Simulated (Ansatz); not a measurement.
**triplet C2H4GaN at 6 levels**

Wanted: a comparison of 6 runs (UHF/def2-SVP, U-r2SCAN/def2-SVP, UBLYP/def2-SVP, RPA@PBE/def2-SVP, UMP2/def2-SVP, UCCSD/def2-SVP) of triplet C2H4GaN. 

The calculation is run with Ansatz 0.2.0.

48 further runs of the same task are left out: 48 set aside as unsound or not needed. Runs told in other sessions of the task aren't counted.

## (1) The molecule

The species is C2H4GaN (8 atoms), meant as a triplet with charge 0. As SMILES of the parent species, `N=C=[CH][GaH2]`. Geometry: relaxed at PBE0-D4/def2-TZVP. That shape belongs to the parent species and isn't relaxed for this state.

Bond lengths: N1–C2 1.214 Å, C2–C3 1.309 Å, C3–Ga4 1.931 Å, N1–H5 1.014 Å, C3–H6 1.084 Å, Ga4–H7 1.565 Å, Ga4–H8 1.565 Å. Angles: N1–C2–C3 173.8°, C2–C3–Ga4 119.1°, C2–N1–H5 119.2°, C2–C3–H6 118.2°, Ga4–C3–H6 122.7°, C3–Ga4–H7 118.3°, C3–Ga4–H8 118.1°, H7–Ga4–H8 123.7°.

## (2) A single-point energy at UHF/def2-SVP (run 1)

File input.yaml:

```yaml
crystal:
  periodic: [false, false, false]
  atoms:
    - {symbol: N, position_ang: [0.336900, 2.061700, -0.854600]}
    - {symbol: C, position_ang: [0.365600, 1.114900, -0.096000]}
    - {symbol: C, position_ang: [0.472300, 0.025700, 0.622800]}
    - {symbol: Ga, position_ang: [-0.381300, -1.593600, 0.007200]}
    - {symbol: H, position_ang: [-0.411400, 2.740600, -0.770200]}
    - {symbol: H, position_ang: [1.040500, 0.073900, 1.545200]}
    - {symbol: H, position_ang: [-0.231900, -2.886400, 0.876300]}
    - {symbol: H, position_ang: [-1.190600, -1.536800, -1.330700]}
basis:
  gaussian:
    orbitals: def2-SVP
output: {orbitals: {seedname: orbitals}}
total_charge: 0
hamiltonian:
  xc: hf
magnetization:
  spin_polarized: true
  initial_magnetization: 2
accuracy: high
```

The run is started by

```
$ ansatz run input.yaml --threads 1 --pin off --max-ram 3480MiB --events-out events.jsonl --progress --plain --runs-dir runs
```

Standard output:

```text
Warning: RAYON_NUM_THREADS=1 ignored (pool sized by the plan → 1); use --threads N
Functional definition: HF
  name "HF"
  exchange = exact_x
  correlation = 0
2065 factors; integrals over basis functions are off by at most 9.3e-9 eV
mean field evaluation 1: about -55922.1632 eV, gradient 1.9e1 eV
mean field evaluation 2: about -55922.2695 eV, gradient 1.9e1 eV
mean field evaluation 4: about -55924.5772 eV, gradient 3.5e0 eV
mean field evaluation 8: about -55924.7290 eV, gradient 4.6e-1 eV
mean field evaluation 16: about -55924.7482 eV, gradient 1.9e-1 eV
mean field evaluation 32: about -55925.2256 eV, gradient 2.7e-8 eV
mean field evaluation 64: about -55923.8950 eV, gradient 4.5e0 eV
mean field evaluation 96: about -55924.7987 eV, gradient 3.7e-1 eV
mean field evaluation 128: about -55921.9600 eV, gradient 1.1e1 eV
mean field evaluation 160: about -55924.7365 eV, gradient 3.6e-1 eV
mean field -55925.22556558 eV, -2055.2141320556 hartree, gradient 2.7e-8 eV, S^2 2.017723; 1 other end points of the search recorded, 0 dependent functions left out
reference -55925.22556558 eV, -2055.2141320556 hartree; 28, 26 occupied and 66, 68 virtual orbitals, 2065 factors
Total energy: -55925.22556558 eV, -2055.2141320556 hartree
```

It took 15 s on 1 thread of Arm Neoverse V1, shared host; peak memory 0.49 GiB.

## (3) A single-point energy at U-r2SCAN/def2-SVP (run 2)

File job.yaml:

```yaml
crystal:
  periodic: [false, false, false]
  atoms:
    - {symbol: "N", position_ang: [0.336900, 2.061700, -0.854600]}
    - {symbol: C, position_ang: [0.365600, 1.114900, -0.096000]}
    - {symbol: C, position_ang: [0.472300, 0.025700, 0.622800]}
    - {symbol: Ga, position_ang: [-0.381300, -1.593600, 0.007200]}
    - {symbol: H, position_ang: [-0.411400, 2.740600, -0.770200]}
    - {symbol: H, position_ang: [1.040500, 0.073900, 1.545200]}
    - {symbol: H, position_ang: [-0.231900, -2.886400, 0.876300]}
    - {symbol: H, position_ang: [-1.190600, -1.536800, -1.330700]}
basis:
  gaussian: {orbitals: def2-SVP}
magnetization: {spin_polarized: true, initial_magnetization: 2}
hamiltonian: {xc: {name: r2SCAN}}
accuracy: high
output: {orbitals: {seedname: orbitals}}
```

The run is started by

```
$ ansatz run job.yaml --threads 1 --pin off --max-ram 3480MiB --events-out events.jsonl --progress --plain --runs-dir runs
```

Standard output:

```text
Warning: RAYON_NUM_THREADS=1 ignored (pool sized by the plan → 1); use --threads N
Functional definition: r2SCAN
  name "r2SCAN"
  parameter k0 = 0.174
  parameter k1 = 0.065
  parameter a1 = 4.9479
  exchange = r2scan_x(k0 = k0, k1 = k1, a1 = a1)
  correlation = r2scan_c
2065 factors; integrals over basis functions are off by at most 9.3e-9 eV
mean field evaluation 1: about -55971.2192 eV, gradient 5.2e1 eV
mean field evaluation 2: about -55744.0529 eV, gradient 1.6e2 eV
mean field evaluation 4: about -55977.9527 eV, gradient 4.5e1 eV
mean field evaluation 8: about -55990.0859 eV, gradient 7.1e-1 eV
mean field evaluation 16: about -55990.0847 eV, gradient 2.5e-3 eV
mean field evaluation 32: about -55990.0847 eV, gradient 8.5e-8 eV
mean field -55990.08465315 eV, -2057.5976595609 hartree, gradient 8.5e-8 eV, S^2 2.009558; 6 other end points of the search recorded, 0 dependent functions left out
reference -55990.08465633 eV, -2057.5976596776 hartree; 28, 26 occupied and 66, 68 virtual orbitals, 2065 factors
Total energy: -55990.08465633 eV, -2057.5976596776 hartree
```

Wall time 41 s (1 thread of Arm Neoverse V1, shared host); peak memory 0.46 GiB.

Runs 3 to 5 aren't shown in full; the table further down has their settings and results.

## (4) The energy at UCCSD/def2-SVP (run 6)

File molecule.yaml:

```yaml
crystal:
  periodic: [false, false, false]
  atoms:
    - {symbol: N, position_ang: [0.336900, 2.061700, -0.854600]}
    - {symbol: C, position_ang: [0.365600, 1.114900, -0.096000]}
    - {symbol: C, position_ang: [0.472300, 0.025700, 0.622800]}
    - {symbol: Ga, position_ang: [-0.381300, -1.593600, 0.007200]}
    - {symbol: H, position_ang: [-0.411400, 2.740600, -0.770200]}
    - {symbol: H, position_ang: [1.040500, 0.073900, 1.545200]}
    - {symbol: H, position_ang: [-0.231900, -2.886400, 0.876300]}
    - {symbol: H, position_ang: [-1.190600, -1.536800, -1.330700]}
basis:
  gaussian: {orbitals: def2-SVP}
total_charge: 0
magnetization: {spin_polarized: true, initial_magnetization: 2}
correlation: {method: ccsd, frozen_orbitals: {C: 1, Ga: 9, H: 0, "N": 1}}
accuracy: high
scf: {omitted_lower_state_checks: [cluster_reference, increment]}
```

The run is started by

```
$ ansatz run molecule.yaml --threads 1 --pin off --max-ram 3480MiB --events-out events.jsonl --progress --plain --runs-dir runs
```

Standard output:

```text
Warning: RAYON_NUM_THREADS=1 ignored (pool sized by the plan → 1); use --threads N
Functional definition: HF
  name "HF"
  exchange = exact_x
  correlation = 0
these checks for a lower state are left out or cut short: cluster_reference, increment
2065 factors; integrals over basis functions are off by at most 9.3e-9 eV
mean field evaluation 1: about -55922.1632 eV, gradient 1.9e1 eV
mean field evaluation 2: about -55922.2695 eV, gradient 1.9e1 eV
mean field evaluation 4: about -55924.5772 eV, gradient 3.5e0 eV
mean field evaluation 8: about -55924.7290 eV, gradient 4.6e-1 eV
mean field evaluation 16: about -55924.7482 eV, gradient 1.9e-1 eV
mean field evaluation 32: about -55925.2256 eV, gradient 2.7e-8 eV
mean field evaluation 64: about -55923.2726 eV, gradient 1.6e1 eV
mean field -55925.22556558 eV, -2055.2141320556 hartree, gradient 2.7e-8 eV, S^2 2.017723; 8 other end points of the search recorded, 0 dependent functions left out
12 core orbitals not correlated: weight in the atoms' cores, before any rotation towards them, 1.000 or more for the frozen orbitals, at most 0.000 for the correlated occupied ones
reference -55925.22556558 eV, -2055.2141320556 hartree; 16, 14 occupied and 66, 68 virtual orbitals, 2065 factors
second order -16.67531872 eV of doubles, -0.00000000 eV of singles
cycle   1  -16.53159838 eV  change    1.4e-1 eV  update   1.3e-1
cycle   2  -17.17428972 eV  change   -6.4e-1 eV  update   4.5e-2
cycle   3  -17.34447468 eV  change   -1.7e-1 eV  update   3.2e-2
cycle   4  -17.34160638 eV  change    2.9e-3 eV  update   1.6e-2
cycle   5  -17.34807183 eV  change   -6.5e-3 eV  update   1.1e-2
cycle   6  -17.35099430 eV  change   -2.9e-3 eV  update   4.7e-3
cycle   7  -17.35257395 eV  change   -1.6e-3 eV  update   2.4e-3
cycle   8  -17.35333072 eV  change   -7.6e-4 eV  update   1.0e-3
cycle   9  -17.35333753 eV  change   -6.8e-6 eV  update   5.9e-4
cycle  10  -17.35298744 eV  change    3.5e-4 eV  update   3.6e-4
cycle  11  -17.35322351 eV  change   -2.4e-4 eV  update   2.2e-4
cycle  12  -17.35322215 eV  change    1.4e-6 eV  update   1.4e-4
cycle  13  -17.35332016 eV  change   -9.8e-5 eV  update   1.0e-4
cycle  14  -17.35329466 eV  change    2.5e-5 eV  update   7.3e-5
cycle  15  -17.35322500 eV  change    7.0e-5 eV  update   4.5e-5
cycle  16  -17.35324825 eV  change   -2.3e-5 eV  update   2.5e-5
cycle  17  -17.35325446 eV  change   -6.2e-6 eV  update   1.6e-5
cycle  18  -17.35325390 eV  change    5.6e-7 eV  update   8.6e-6
cycle  19  -17.35325567 eV  change   -1.8e-6 eV  update   6.1e-6
cycle  20  -17.35325529 eV  change    3.8e-7 eV  update   4.3e-6
cycle  21  -17.35325466 eV  change    6.3e-7 eV  update   3.2e-6
cycle  22  -17.35325612 eV  change   -1.5e-6 eV  update   2.1e-6
cycle  23  -17.35325508 eV  change    1.0e-6 eV  update   1.1e-6
cycle  24  -17.35325524 eV  change   -1.6e-7 eV  update   5.8e-7
cycle  25  -17.35325512 eV  change    1.2e-7 eV  update   3.7e-7
cycle  26  -17.35325523 eV  change   -1.1e-7 eV  update   2.4e-7
cycle  27  -17.35325533 eV  change   -1.0e-7 eV  update   1.8e-7
cycle  28  -17.35325531 eV  change    1.7e-8 eV  update   1.2e-7
cycle  29  -17.35325534 eV  change   -2.8e-8 eV  update   8.3e-8
cycle  30  -17.35325533 eV  change    1.2e-8 eV  update   5.9e-8
cycle  31  -17.35325547 eV  change   -1.4e-7 eV  update   1.2e-7
cycle  32  -17.35325546 eV  change    1.8e-8 eV  update   4.4e-8
cycle  33  -17.35325546 eV  change   -7.3e-9 eV  update   2.7e-8
cycle  34  -17.35325546 eV  change    3.2e-9 eV  update   2.0e-8
cycle  35  -17.35325546 eV  change    2.6e-9 eV  update   1.3e-8
cycle  36  -17.35325546 eV  change   -5.0e-9 eV  update   8.7e-9
cycle  37  -17.35325546 eV  change    1.5e-9 eV  update   5.2e-9
cycle  38  -17.35325546 eV  change  -9.0e-10 eV  update   2.9e-9
Total energy: -55942.57882104 eV, -2055.8518524314 hartree
Checks for a lower state left out: cluster_reference, increment
```

It took 2.3 min on 1 thread of Arm Neoverse V1, shared host; peak memory 1.2 GiB.

## (5) The series

| run | level | frozen core orbitals | energy (Eh) | ⟨S²⟩ | wall time |
| --- | --- | --- | --- | --- | --- |
| 1 | UHF/def2-SVP | – | -2055.214132 | 2.018 | 15 s |
| 2 | U-r2SCAN/def2-SVP | – | -2057.597660 | 2.010 | 41 s |
| 3 | UBLYP/def2-SVP | – | -2057.698883 | 2.003 | 18 s |
| 4 | RPA@PBE/def2-SVP | 12 | -2056.139577 | 2.004 | 39 s |
| 5 | UMP2/def2-SVP | 12 | -2055.826939 | 2.018 | 15 s |
| 6 | UCCSD/def2-SVP | 12 | -2055.851852 | 2.018 | 2.3 min |

## (6) Summary of results

```
                                           quantity           value
                                run 6: total energy  -2055.85185 Eh
run 6: correlation energy (12 core orbitals frozen)      -637.7 mEh
           run 6: ⟨S²⟩ of the reference determinant           2.018
                               run 6: T1 diagnostic           0.027
```

What this shows: Below the UHF energy at the same shape and in the same basis (def2-SVP): UMP2 -612.8 mEh; UCCSD -637.7 mEh. Totals of different functionals can't be ranked against each other. All runs together took 4.4 min, the longest 2.3 min.
